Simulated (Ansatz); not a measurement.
MgGe2:

```
Ge Mg
1.0
     5.52149   -1.84985    0.00000
     5.52149    1.84985    0.00000
    -3.21762    0.00000    6.00777
Ge Mg
4 2
Direct
  0.52923 0.52923 0.29362
  0.47077 0.47077 0.70638
  0.88039 0.88039 0.98544
  0.11961 0.11961 0.01456
  0.81529 0.81529 0.34925
  0.18471 0.18471 0.65075
```

The cell comes from a database or a generator and needn't be the stable form of this composition.

Base run:

```yaml
Program: Ansatz 0.2.0
Functional: RPBE
Potentials_or_basis: Ansatz PAW
Cutoff: 420 eV
Density_cutoff: 1680 eV
k_mesh: 8 × 8 × 5
Occupations: fermi-dirac, width 0.05 eV
Spin: no spin polarisation
```

Its results: band gap on the k mesh none (metal or under the smearing width); pressure 1.1 GPa; largest force 0.133 eV/Å.

**Question.** The run is repeated on the same cell with these changes: functional from RPBE to PBE. What comes out?

**Answer.** Band gap on the k mesh none (metal or under the smearing width); pressure -0.4 GPa; largest force 0.123 eV/Å.

PBE binds more tightly than RPBE, so the same cell stands under less pressure.

Caveats: the potentials were made for another functional, which shifts forces and pressure (some runs); the PAW data sets come from PBE, with cores solved anew for the run's functional, which leaves a small shift of forces and pressure (some runs); the density of states is complete only up to the lowest level of the last band computed (some runs).

Not every run made on this cell is shown here.
